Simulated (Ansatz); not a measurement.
# CH₆GeS: how energies converge with the basis set

One table from this session's results is given with a row withheld; the runs are named, their logs left out.

Program: Ansatz 0.2.0, Gaussian basis. Level of theory: one geometry, several basis sets. These are calculated values, not measurements.

Levels to be run: PBE0-D4/def2-SVP; ωB97M-V/def2-SVP; PBE0-D4/def2-QZVPP; ωB97M-V/def2-QZVPP; the functionals' def2-TZVPP values are taken from earlier runs.

### Structure used throughout

All runs share one geometry, relaxed beforehand with PBE0-D4 in a triple-zeta def2 set.

SMILES `S[CH2][GeH3]`, 9 atoms, charge 0, spin multiplicity 1.

Atoms are counted from 1 here; the program's logs count them from 0.

Bond lengths: S1–C2 1.808 Å, S1–H4 1.343 Å, C2–Ge3 1.962 Å, C2–H5 1.092 Å, C2–H6 1.091 Å, Ge3–H7 1.541 Å, Ge3–H8 1.539 Å, Ge3–H9 1.535 Å. Angles: C2–S1–H4 97.4°, S1–C2–Ge3 112.6°, S1–C2–H5 105.4°, S1–C2–H6 110.9°, Ge3–C2–H5 108.8°, Ge3–C2–H6 111.2°, H5–C2–H6 107.5°, C2–Ge3–H7 110.6°, C2–Ge3–H8 108.3°, C2–Ge3–H9 109.4°, H7–Ge3–H8 109.2°, H7–Ge3–H9 109.9°, H8–Ge3–H9 109.5°.

The first run:

Input file in.yaml:

```yaml
crystal:
  periodic: [false, false, false]
  atoms:
    - {symbol: S, position_ang: [-1.510528, 1.257586, -0.663513]}
    - {symbol: C, position_ang: [0.222117, 0.836488, -0.362939]}
    - {symbol: Ge, position_ang: [0.429515, -0.842182, 0.631961]}
    - {symbol: H, position_ang: [-1.879763, 0.090135, -1.215406]}
    - {symbol: H, position_ang: [0.619119, 1.654284, 0.241488]}
    - {symbol: H, position_ang: [0.785349, 0.814574, -1.296818]}
    - {symbol: H, position_ang: [1.920437, -1.199963, 0.785114]}
    - {symbol: H, position_ang: [-0.280106, -1.959502, -0.153173]}
    - {symbol: H, position_ang: [-0.217840, -0.697621, 2.016087]}
basis:
  gaussian: {orbitals: def2-SVP}
hamiltonian: {xc: pbe0, dispersion: d4}
output: {orbitals: {seedname: orbitals}}
```

Launch:

```
> ansatz run in.yaml --threads 2 --pin off --events-out ev --progress --plain --max-ram 4352MiB
```

Steps of the session up to this table: PBE0-D4 in def2-SVP; ωB97M-V in def2-SVP; PBE0-D4 in def2-QZVPP; ωB97M-V in def2-QZVPP.

One of the session's tables, all rows but one given; the rest of the session is left out.

It belongs to the step «Functionals by basis». 

```
functional       basis  HOMO (eV)  LUMO (eV)
   PBE0-D4    def2-SVP      -6.62       0.51
   PBE0-D4  def2-TZVPP      -6.75       0.10
   PBE0-D4  def2-QZVPP      -6.79      -0.12
   ωB97M-V    def2-SVP      -8.79       2.39
   ωB97M-V  def2-TZVPP      -8.95       1.83
   ωB97M-V  def2-QZVPP          ?          ?
```

Q: Estimate the row for ωB97M-V, def2-QZVPP from the others.

**Answer.** HOMO (eV): -8.99; LUMO (eV): 1.36. In the column «HOMO (eV)» it is the lowest.
